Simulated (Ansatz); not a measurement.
# In2S: the cost of one run

Computed with Ansatz 0.2.0 (DFT PBE, scalar-relativistic, plane waves, PAW, unless a step's input says otherwise).

**1. The starting structure**

The structure is hexagonal, space group P6mm (No. 183). The conventional cell has a = 4.706 Å, b = 4.706 Å, c = 4.516 Å, α = 90.00°, β = 90.00°, γ = 120.00°. In (site symmetry 3m) is surrounded by 3 In at 2.72 Å and 3 S at 3.00 Å. Around S (site symmetry 6mm) lie 6 In at 3.00 Å.

Coordinates:

```
CELL_PARAMETERS angstrom
4.70555 0.00000 0.00000
-2.35277 4.07512 0.00000
0.00000 0.00000 4.51575
ATOMIC_POSITIONS crystal
In 0.33333 0.66667 0.44711
In 0.66667 0.33333 0.44711
S 0.00000 0.00000 0.72768
```

The cell is invented: random cell by space group and Wyckoff sites (P6mm, No. 183). Lengths come from tabulated atomic sizes and are only a guess.

**2. Probe: one point on a coarse mesh**

input.yaml reads:

```yaml
crystal:
  lattice:
    - [4.70554648, 0.0, 0.0]
    - [-2.35277324, 4.07512279, 0.0]
    - [0.0, 0.0, 4.51575385]
  atoms:
    - { symbol: In, position: [0.33333333, 0.66666667, 0.44711067] }
    - { symbol: In, position: [0.66666667, 0.33333333, 0.44711067] }
    - { symbol: S, position: [0.0, 0.0, 0.72768439] }
basis:
  ecutwfc: 420
kpoints:
  mp_grid: { grid: [6, 6, 4] }
hamiltonian:
  xc: pbe
scf:
  occupations: { method: gaussian, width: 0.1 }
  lower_state_search: "off"
output:
  forces: true
  stress: true
  eigenvalues: true
```

The run is started by

```console
> ansatz run input.yaml --threads 1 --pin off --max-ram 2560MiB --backend cpu --events-out ev --progress --plain --runs-dir out
```

What time and memory should one allow on 1 thread of Intel Xeon 6975P-C (Granite Rapids), shared host?

About 1.6 s, with a peak of 0.36 GiB.
